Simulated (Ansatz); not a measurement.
# C10H19NO2Zr: a ladder of functionals and wavefunction methods

The task here is to estimate one member of a computed series from the others.

Method: functionals in def2-TZVPP, the program's frozen cores in correlated methods; program: Ansatz 0.2.0, Gaussian basis.

Levels to be run: LDA (SPW92), PBE-D4, revPBE-D4, BLYP-D4, r2SCAN-D4, B97M-V, PBE0-D4, B3LYP-D4, r2SCANh-D4, r2SCAN0-D4, HSE06-D4, BHLYP-D4, CAM-B3LYP-D4, LC-ωPBE, ωB97X-V, ωB97M-V, B2PLYP, PBE-QIDH; CCSD(T)/def2-SVP; CCSD(T)/def2-TZVPP; MP2/def2-QZVPP; extrapolation to the limit; RPA on PBE.

## Structure used throughout

An earlier PBE0-D4 in a triple-zeta def2 set relaxation fixed the geometry. Zr takes the def2 core potential; no spin-orbit term is included.

SMILES `C[O][Zr]1234([O]C)([N](C)C)[C@@H]5[C@H]1[C@H]2[C@@]3(C)[C@@H]54`, 33 atoms, charge 0, spin multiplicity 1.

Atoms are counted from 1 here; the program's logs count them from 0.

Bond lengths: C1–O2 1.383 Å, C1–H15 1.099 Å, C1–H16 1.097 Å, C1–H17 1.097 Å, O2–Zr3 1.940 Å, Zr3–O4 1.940 Å, Zr3–N6 2.055 Å, Zr3–C9 2.561 Å, Zr3–C10 2.561 Å, Zr3–C11 2.534 Å, Zr3–C12 2.552 Å, Zr3–C14 2.535 Å, O4–C5 1.383 Å, C5–H18 1.097 Å, C5–H19 1.097 Å, C5–H20 1.099 Å, N6–C7 1.438 Å, N6–C8 1.438 Å and more. Angles: O2–C1–H15 111.5°, O2–C1–H16 111.0°, O2–C1–H17 110.6°, H15–C1–H16 108.0°, H15–C1–H17 107.8°, H16–C1–H17 107.8°, C1–O2–Zr3 157.7°, O2–Zr3–O4 110.5°, O2–Zr3–N6 103.4°, O2–Zr3–C9 86.3°, O2–Zr3–C10 112.7°, O2–Zr3–C11 139.2°, O2–Zr3–C12 121.8°, O2–Zr3–C14 91.0°, O4–Zr3–N6 103.4°, O4–Zr3–C9 112.4°, O4–Zr3–C10 86.1°, O4–Zr3–C11 91.3° and more.

Set-up of the first run:

Input file in.yaml:

```yaml
crystal:
  periodic: [false, false, false]
  atoms:
    - {symbol: C, position_ang: [-1.817937, 3.115600, 0.500122]}
    - {symbol: O, position_ang: [-1.524870, 1.770098, 0.372286]}
    - {symbol: Zr, position_ang: [-0.575664, 0.190431, -0.232197]}
    - {symbol: O, position_ang: [-1.694339, -0.862917, -1.415924]}
    - {symbol: C, position_ang: [-2.117610, -1.439067, -2.599761]}
    - {symbol: N, position_ang: [-0.452264, -0.966997, 1.460782]}
    - {symbol: C, position_ang: [-0.262256, -0.428232, 2.780372]}
    - {symbol: C, position_ang: [-0.388506, -2.403293, 1.439794]}
    - {symbol: C, position_ang: [0.949329, 1.801888, -1.511452]}
    - {symbol: C, position_ang: [0.880530, 0.637640, -2.290768]}
    - {symbol: C, position_ang: [1.496250, -0.409198, -1.562870]}
    - {symbol: C, position_ang: [1.972861, 0.110969, -0.338116]}
    - {symbol: C, position_ang: [2.775368, -0.620346, 0.683761]}
    - {symbol: C, position_ang: [1.607956, 1.475820, -0.301138]}
    - {symbol: H, position_ang: [-0.972358, 3.743818, 0.187403]}
    - {symbol: H, position_ang: [-2.686515, 3.388851, -0.111225]}
    - {symbol: H, position_ang: [-2.051155, 3.361998, 1.543093]}
    - {symbol: H, position_ang: [-2.963523, -0.886344, -3.026186]}
    - {symbol: H, position_ang: [-2.443415, -2.472488, -2.430621]}
    - {symbol: H, position_ang: [-1.313527, -1.458468, -3.348504]}
    - {symbol: H, position_ang: [0.715199, -0.703224, 3.209944]}
    - {symbol: H, position_ang: [-0.326803, 0.663633, 2.768568]}
    - {symbol: H, position_ang: [-1.031774, -0.792054, 3.478661]}
    - {symbol: H, position_ang: [-1.161637, -2.850227, 2.083715]}
    - {symbol: H, position_ang: [-0.549912, -2.785832, 0.427847]}
    - {symbol: H, position_ang: [0.582940, -2.786274, 1.793755]}
    - {symbol: H, position_ang: [0.542452, 2.768568, -1.771122]}
    - {symbol: H, position_ang: [0.411092, 0.545103, -3.259513]}
    - {symbol: H, position_ang: [1.602851, -1.433805, -1.892945]}
    - {symbol: H, position_ang: [2.522403, -1.681224, 0.707554]}
    - {symbol: H, position_ang: [3.843469, -0.538890, 0.459319]}
    - {symbol: H, position_ang: [2.615818, -0.214205, 1.683590]}
    - {symbol: H, position_ang: [1.815539, 2.158660, 0.511764]}
basis:
  gaussian: {orbitals: def2-TZVPP}
hamiltonian: {xc: lda}
output: {orbitals: {seedname: orbitals}}
```

The run is started by

```sh
ansatz run in.yaml --threads 11 --pin off --events-out ev --progress --plain --max-ram 166912MiB --backend cuda --devices 0, --max-vram 75GiB
```

Steps of the session up to this table: LDA; PBE-D4 (GGA); revPBE-D4 (GGA); BLYP-D4 (GGA); r2SCAN-D4 (meta-GGA); B97M-V (meta-GGA); B3LYP-D4 (hybrid); r2SCANh-D4 (hybrid); r2SCAN0-D4 (hybrid); HSE06-D4 (hybrid); BHLYP-D4 (hybrid); CAM-B3LYP-D4 (range-separated); LC-ωPBE (range-separated); ωB97X-V (range-separated); ωB97M-V (range-separated); B2PLYP (double hybrid); PBE-QIDH (double hybrid).

One table of the session follows, with a row left open; its other results are not shown here.

It belongs to the step «Frontier levels by functional». 

```
  functional  HOMO (eV)  gap (eV)
 LDA (SPW92)      -4.64      3.47
      PBE-D4      -4.50      3.59
   revPBE-D4      -4.44      3.64
     BLYP-D4      -4.38      3.61
   r2SCAN-D4      -4.69      3.96
      B97M-V      -4.82      4.03
     PBE0-D4          ?         ?
    B3LYP-D4      -5.47      5.22
  r2SCANh-D4      -5.14      4.72
  r2SCAN0-D4      -5.81      5.87
    HSE06-D4      -5.26      4.86
    BHLYP-D4      -6.74      7.63
CAM-B3LYP-D4      -6.94      7.95
     LC-ωPBE      -8.19     10.22
     ωB97X-V      -7.90      9.77
     ωB97M-V      -7.83      9.12
```

**Question.** Estimate the row for PBE0-D4.

**Answer.** HOMO (eV): -5.66; gap (eV): 5.62. In the column «HOMO (eV)» it lies between r2SCAN0-D4 (-5.81) and B3LYP-D4 (-5.47).
